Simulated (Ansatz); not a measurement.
# CuY: the cost of one run

Method: the levels named in each step, in Ansatz 0.2.0.

## 1. The structure to begin with

Bond lengths: Cu1–Y2 2.898 Å.

As a file:

```xyz
2

Cu    0.0000    0.0000    0.0000
Y     0.0000    0.0000    2.8981
```

## 2. A rough first relaxation, PBE-D4/def2-SVP

This run stands in another session on the same molecule. It ended at:

```xyz
2

Cu    0.0000    0.0000    0.1557
Y     0.0000    0.0000    2.7424
```

## 3. Relaxation, PBE0-D4/def2-TZVPP

This run stands in another session on the same molecule. It ended at:

```xyz
2

Cu    0.0000    0.0000    0.0958
Y     0.0000    0.0000    2.8023
```

## 4. Bond length 2.3817 Å, PBE0-D4/def2-QZVPP

input.yaml reads:

```yaml
crystal:
  periodic: [false, false, false]
  atoms:
    - { symbol: Cu, position_ang: [0.0, 0.0, 0.0] }
    - { symbol: "Y", position_ang: [0.0, 0.0, 2.3817] }
basis:
  gaussian: { orbitals: def2-QZVPP.json }
hamiltonian:
  xc: pbe0
  dispersion: d4
```

Run with:

```console
> ansatz run input.yaml --threads 4 --pin off --max-ram 10240MiB --backend cpu --events-out ev --progress --plain --runs-dir out
```

Q: Estimate wall time and peak memory on 4 threads of AMD EPYC 9R14 (Zen 4), shared host.

About 1.4 s, with a peak of 0.32 GiB.
